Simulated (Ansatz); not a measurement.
# NbRu, space group P4/mmm: cell relaxations under several functionals

With Ansatz 0.2.0, Python API.

Input file `POSCAR`:
```text
NbRu
1.0
   3.00000000    0.00000000    0.00000000
   0.00000000    3.00000000    0.00000000
   0.00000000    0.00000000    3.38000000
Nb Ru
1 1
Direct
   0.00000000    0.00000000    0.00000000
   0.50000000    0.50000000    0.50000000
```

Run as a notebook:

In [1]:
```python
import ansatz as az
from ase.io import read
import numpy as np
```

In [2]:
```python
def edges_and_angles(cell):
    cell = np.asarray(cell)
    a, b, c = np.linalg.norm(cell, axis=1)
    cosines = cell[1] @ cell[2] / (b * c), cell[0] @ cell[2] / (a * c), cell[0] @ cell[1] / (a * b)
    return (a, b, c, *np.degrees(np.arccos(cosines)))
```

In [3]:
```python
atoms = read("POSCAR", format="vasp")
cell = az.Crystal.from_ase(atoms)
```

In [4]:
```python
[site.symbol for site in cell.resolved().sites]
```
Out [4]:
```text
['Nb', 'Ru']
```

In [5]:
```python
calc = cell.calculation().basis(550).kpoints(11, 11, 10).occupations("Fermi-Dirac").relax(cell=True)
```

In [6]:
```python
levels = [("pbesol", "d3bj"), ("blyp", "d3bj"), ("lda", "none")]
print("level            a       b       c    alpha   beta  gamma  V/atom  steps")
for name, dispersion in levels:
    seen = []
    run = calc.functional(name, dispersion=dispersion).session().plan()
    out = run.execute(on_event=lambda e: seen.append(e) if e["event"] == "relax_step" else None)
    cell = out.lattice.cell_ang
    label = name if dispersion == "none" else f"{name}+{dispersion}"
    print("{:13s} {:7.4f} {:7.4f} {:7.4f} {:6.2f} {:6.2f} {:6.2f}".format(label, *edges_and_angles(cell)), f"{abs(np.linalg.det(cell)) / len(out.lattice.sites):7.3f} {len(seen):5d}")
```
```text
level            a       b       c    alpha   beta  gamma  V/atom  steps
pbesol+d3bj    2.9959  2.9959  3.3553  90.00  90.00  90.00  15.057     5
blyp+d3bj      3.0098  3.0098  3.4208  90.00  90.00  90.00  15.494     5
lda            3.0008  3.0008  3.3745  90.00  90.00  90.00  15.193     5
```

From smallest to largest: PBEsol+D3BJ (15.06 Å³ an atom, -1.0 % against the start), LDA (15.19 Å³ an atom, -0.1 % against the start) and BLYP+D3BJ (15.49 Å³ an atom, +1.9 % against the start). The spread is 2.9 % in volume.

Notes:
- Forces vanish by symmetry, so the ions can't move, and the end may be a saddle.
- BLYP and dispersion corrections can be off by several per cent in the lattices of metals, and by several GPa in the pressure at a fixed cell.
- The structure is a deposited one; some such entries were measured under pressure or heat, so a shift against it needn't be the functional's error alone.
- Run time: 2.1 min on 1 thread of Arm Neoverse N1, with other jobs on the host, peak memory 0.55 GiB.
